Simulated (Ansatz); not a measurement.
# CH₆GeOSi: up Jacob's ladder to CCSD(T)

How much do the methods differ for CH₆GeOSi? The plan is to run it at one geometry with functionals of several rungs and with coupled cluster. The yardstick is the atomisation energy at the CCSD(T) limit.

Program: Ansatz 0.2.0, Gaussian basis. Level of theory: functionals in def2-TZVPP, the program's frozen cores in correlated methods. These are calculated values, not measurements.

Plan: PBE-D4, r2SCAN-D4, PBE0-D4, B3LYP-D4, ωB97X-V, ωB97M-V, B2PLYP; CCSD(T)/def2-TZVPP; MP2/def2-QZVPP; extrapolation to the limit.

### 1 Structure used throughout

An earlier PBE0-D4 in a triple-zeta def2 set relaxation fixed the geometry.

10 atoms, charge 0, spin multiplicity 1.

Atoms are counted from 1 here; the program's logs count them from 0.

Bond lengths: O1–Ge2 1.784 Å, O1–H5 0.959 Å, Ge2–C3 1.983 Å, Ge2–Si4 2.303 Å, Ge2–H6 1.533 Å, C3–Si4 1.893 Å, C3–H7 1.088 Å, C3–H8 1.087 Å, Si4–H9 1.483 Å, Si4–H10 1.482 Å. Angles: Ge2–O1–H5 111.6°, O1–Ge2–C3 111.2°, O1–Ge2–Si4 120.1°, O1–Ge2–H6 111.2°, C3–Ge2–Si4 51.8°, C3–Ge2–H6 117.5°, Si4–Ge2–H6 127.8°, Ge2–C3–Si4 72.9°, Ge2–C3–H7 114.4°, Ge2–C3–H8 117.8°, Si4–C3–H7 116.2°, Si4–C3–H8 118.6°, H7–C3–H8 111.9°, Ge2–Si4–C3 55.4°, Ge2–Si4–H9 121.7°, Ge2–Si4–H10 120.9°, C3–Si4–H9 117.3°, C3–Si4–H10 116.8° and more.

Geometry (Å):

```xyz
10

O    -1.3284    1.5817   -1.0368
Ge   -0.4110    0.9067    0.3367
C     1.1765   -0.1029   -0.2902
Si   -0.0219   -1.3594    0.4639
H    -2.2536    1.3308   -1.0000
H    -0.1949    1.9596    1.4297
H     1.2904   -0.1360   -1.3721
H     2.1236    0.0785    0.2120
H     0.3832   -2.0105    1.7332
H    -0.6811   -2.2995   -0.4737
```

### 2 PBE-D4 (GGA)

Contents of in.yaml:

```yaml
crystal:
  periodic: [false, false, false]
  atoms:
    - {symbol: O, position_ang: [-1.328389, 1.581743, -1.036752]}
    - {symbol: Ge, position_ang: [-0.410955, 0.906697, 0.336731]}
    - {symbol: C, position_ang: [1.176546, -0.102922, -0.290161]}
    - {symbol: Si, position_ang: [-0.021894, -1.359444, 0.463926]}
    - {symbol: H, position_ang: [-2.253595, 1.330797, -0.999954]}
    - {symbol: H, position_ang: [-0.194859, 1.959629, 1.429725]}
    - {symbol: H, position_ang: [1.290391, -0.136047, -1.372140]}
    - {symbol: H, position_ang: [2.123645, 0.078489, 0.212036]}
    - {symbol: H, position_ang: [0.383246, -2.010500, 1.733224]}
    - {symbol: H, position_ang: [-0.681136, -2.299542, -0.473737]}
basis:
  gaussian: {orbitals: def2-TZVPP}
hamiltonian: {xc: pbe, dispersion: d4}
output: {forces: true, orbitals: {seedname: orbitals}}
```

The run is started by

```bash
ansatz run in.yaml --threads 4 --pin off --events-out ev --progress --plain --max-ram 10444MiB
```

After this run come: r2SCAN-D4 (meta-GGA); PBE0-D4 (hybrid); B3LYP-D4 (hybrid); ωB97X-V (range-separated); ωB97M-V (range-separated); B2PLYP (double hybrid); CCSD(T) in def2-TZVPP; MP2 in def2-QZVPP.

**Question.** What will the summary of the whole plan be? Wanted: atomisation energy, CCSD(T)/CBS; farthest; mean size of error, hybrid; mean size of error, range-separated; gap, smallest and largest; T1 diagnostic; triples share of the correlation energy.

**Answer**, as computed:

```
                               quantity                                 value
        atomisation energy, CCSD(T)/CBS                        781.5 kcal/mol
functionals within 7.8 kcal/mol (1.0 %)   PBE-D4, r2SCAN-D4, ωB97X-V, ωB97M-V
                               farthest               B2PLYP (-15.5 kcal/mol)
             mean size of error, hybrid                          8.7 kcal/mol
    mean size of error, range-separated                          2.9 kcal/mol
              gap, smallest and largest  4.15 eV (PBE-D4), 10.23 eV (ωB97X-V)
                          T1 diagnostic                                0.0124
triples share of the correlation energy                                 3.9 %
```

In words: PBE-D4 is off by +3.6 kcal/mol. Double hybrids carry the basis error of their MP2 part in triple zeta, and no dispersion term here, so their miss is partly the set-up's. Misses under about 7.8 kcal/mol are within the doubt on the reference itself, which lacks core-valence correlation, relativity and higher excitations, and its outer-core shells are covered unevenly. Hartree-Fock recovers 70 % of the binding; the rest is correlation. The gap grows from 4.2 to 10.2 eV across the functionals, mostly with the share of exact exchange. Correlated methods include outer-core shells of Ge, which these sets cover unevenly.
